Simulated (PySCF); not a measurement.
**[Yb(NH3)2]3+: other functionals and bases at one geometry**

The task here is to estimate one member of a computed series from the others.

Program: PySCF 2.14.0. Level of theory: several levels, as the steps say, no spin–orbit coupling. These are calculated values, not measurements.

2 further runs of the same task are left out: 1 for a known fault of the program, 1 set aside as unsound or not needed.

### The starting structure

9 atoms, charge 3, spin multiplicity 1.

Bond lengths: Yb1–N2 2.306 Å, Yb1–N6 2.306 Å, N2–H3 1.045 Å, N2–H4 1.045 Å, N2–H5 1.043 Å, N6–H7 1.044 Å, N6–H8 1.044 Å, N6–H9 1.044 Å. Angles: N2–Yb1–N6 109.0°, Yb1–N2–H3 115.7°, Yb1–N2–H4 115.5°, Yb1–N2–H5 117.1°, H3–N2–H4 101.9°, H3–N2–H5 102.2°, H4–N2–H5 102.2°, Yb1–N6–H7 116.6°, Yb1–N6–H8 116.5°, Yb1–N6–H9 115.2°, H7–N6–H8 102.2°, H7–N6–H9 102.1°, H8–N6–H9 102.0°.

Coordinates:

```
Yb   -0.06086    1.15938   -0.00014
N     0.00849   -0.17811    1.87745
H     0.84194   -0.04967    2.49428
H    -0.78012   -0.04903    2.55026
H     0.00295   -1.21009    1.72678
N     0.01030   -0.17670   -1.87819
H     0.83573   -0.80873   -1.97035
H    -0.78859   -0.83535   -2.01168
H     0.02468    0.33542   -2.78841
```

Formal oxidation states: Yb +3. Each metal's 13 4f electrons lie in its core potential, so multiplicities, spins and levels count the valence alone. An earlier session relaxed this geometry at r2SCAN, Yb lcecp-1-SVP with ECP59, N def2-SVP, H def2-SVP (singlet, point group C1).

At r2SCAN on the finer grid: E = -151.217215 Eh, HOMO -25.22 eV, LUMO -18.64 eV, Mulliken charge on Yb1 +2.07 e, largest force component 0.014 eV/Å. 

Levels to run: CAM-B3LYP; PBE; revPBE; TPSS; r2SCAN, TZVP. Hardware: 2 threads of Intel Xeon 6975P-C (Granite Rapids), shared host.

The first run:

Contents of run.py (the lines that set the calculation):

```python
mol = gto.M(atom='''
Yb    -0.06086     1.15938    -0.00014
N      0.00849    -0.17811     1.87745
H      0.84194    -0.04967     2.49428
H     -0.78012    -0.04903     2.55026
H      0.00295    -1.21009     1.72678
N      0.01030    -0.17670    -1.87819
H      0.83573    -0.80873    -1.97035
H     -0.78859    -0.83535    -2.01168
H      0.02468     0.33542    -2.78841''',
    basis={'Yb': 'lcecp-1-SVP', 'N': 'def2-SVP', 'H': 'def2-SVP'},
    ecp={'Yb': 'lcecp-1-SVP'},
    charge=3, spin=0)
mf = dft.RKS(mol, xc='CAMB3LYP')
mf.grids.atom_grid = (75, 302)  # f atoms: unpruned, at least (60, 302)
mf = mf.density_fit()  # fitting sets: Yb AutoAux, N def2-universal-JKFIT, H def2-universal-JKFIT
mf.conv_tol = 1e-08; mf.max_cycle = 55
mf.kernel(dm0)  # dm0: the density of the relaxed state
```

The run is started by

```
OMP_NUM_THREADS=2 python run.py
```

Among the steps run: CAM-B3LYP; PBE; revPBE; TPSS; r2SCAN, TZVP.

One table of the session follows, with a row left open; its other results are not shown here.

```
                level  HOMO (eV)  gap (eV)  charge on Yb1 (e)  dipole (D)  largest force component (eV/Å)
r2SCAN (relaxed here)     -25.22      6.58               2.07        4.10                            0.01
            CAM-B3LYP          ?         ?                  ?           ?                               ?
                  PBE     -24.95      5.52               1.97        4.38                            0.31
               revPBE     -24.91      5.54               1.98        4.32                            0.29
                 TPSS     -25.02      5.86               2.02        4.20                            0.20
         r2SCAN, TZVP     -25.11      6.53               2.27        4.13                            0.33
```

Q: Estimate the row for CAM-B3LYP from the others.

**Answer.** HOMO (eV): -27.81; gap (eV): 10.20; charge on Yb1 (e): 2.06; dipole (D): 3.97; largest force component (eV/Å): 0.07. In the column «HOMO (eV)» it is the lowest.

The dipole of a charged species depends on the origin, so these sizes hold for this origin alone.

In one basis the HOMO–LUMO gap runs from 5.52 eV (PBE) to 10.20 eV (CAM-B3LYP). The largest leftover force, 0.33 eV/Å with r2SCAN, TZVP, stands at a geometry relaxed at another level. With 4f in the core, its levels are missing from HOMO and gap, and its count is fixed, so no charge can pass from the ligands into it. Total energies of different levels can't be compared.
